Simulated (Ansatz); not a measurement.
GaSe, a search for lower mean-field states

With Ansatz's Python interface.

Contents of `gase.xyz`:
```text
2

Ga    0.00000    0.00000    0.00000
Se    0.00000    0.00000    2.32000
```

Notebook, run cell by cell (the value of a cell's last expression is shown):

```python
import ansatz as az
import numpy as np
```

```python
geometry = az.Crystal.molecule_from_extxyz("gase.xyz")
symbols = [site.symbol for site in geometry.cartesian_sites]
```

```python
start = np.array([site.position_ang for site in geometry.cartesian_sites])
for factor in [1.0, 1.3]:
    xyz = (start - start.mean(axis=0)) * factor
    scaled = az.Crystal.molecule()
    for symbol, place in zip(symbols, xyz):
        scaled = scaled.atom(symbol, place.tolist())
    base = scaled.calculation().basis(gaussian="def2-SVP").functional("HF").spin("collinear", total=1)
    for search in ("off", "standard"):
        try:
            report = base.scf(lower_state_search=search).run().report
        except az.AnsatzError as error:
            print(f"x{factor} search {search}: {type(error).__name__}")
            continue
        state = report["mean_field"]["state"]
        print(f"all distances x{factor}, search {search:8s} E = {report['free_energy_ev']:.5f} eV  <S^2> = {abs(state['spin_squared']):.3f}  other states met: {len(report['mean_field']['others'])}")
```

    all distances x1.0, search off      E = -117623.02765 eV  <S^2> = 0.793  other states met: 0
    all distances x1.0, search standard E = -117623.18105 eV  <S^2> = 0.784  other states met: 5
    all distances x1.3, search off      E = -117622.61629 eV  <S^2> = 0.777  other states met: 0
    all distances x1.3, search standard E = -117622.61629 eV  <S^2> = 0.777  other states met: 7

The settings weren't tested for convergence. The count of other states can hold repeated and symmetry-equivalent ends of the search; scaling all distances is a test, and for more than two atoms no physical path. The run takes the species as open-shell (spin multiplicity 2), which needn't be its ground state. The spin state was assumed, and another may lie lower. Hardware and time: 20 s on 1 thread of Intel(R) Xeon(R) CPU @ 2.60GHz (Ice Lake), with other jobs on the host, peak memory 0.26 GiB.
